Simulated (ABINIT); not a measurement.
InO, 2 atoms in the cell. The cell holds a sheet with vacuum, 2 atoms: a = 3.551 Å, b = 3.551 Å, c = 25.914 Å, α = 90.00°, β = 90.00°, γ = 120.00°. The cell was built by a generator and needn't be a form met in nature.

- Program: ABINIT 10.8.3 (patched build)
- Task: relaxation of the atoms
- Functional: PBE
- Dispersion: D3(BJ)
- Potentials or basis: JTH PAW PBE v2.0
- Cutoff: 626 eV
- k mesh: 9 × 9 × 1
- Occupations: fermi-dirac, width 0.05 eV
- Spin: no spin polarisation
- Most SCF steps: 120
- Optimiser (ionmov): 2
- Force stop (Ha/bohr): 0.0005
- Fine-grid cutoff: 1224.51 eV

Potentials or basis: JTH PAW PBE v2.0.

The run is started by

```console
$ mpirun --bind-to none -np 4 abinit run.abi > log 2>&1
```

Hardware: 4 MPI ranks on Arm Neoverse V1 (shared host).

Estimate the wall time of this run.

Run time: 4 min on 4 MPI ranks on Arm Neoverse V1, on a shared host, peak memory 1.2 GiB a rank. Counts: scf iterations 58, mpi ranks 4, k points 41, bands 14, plane waves 10090, ion steps 1.
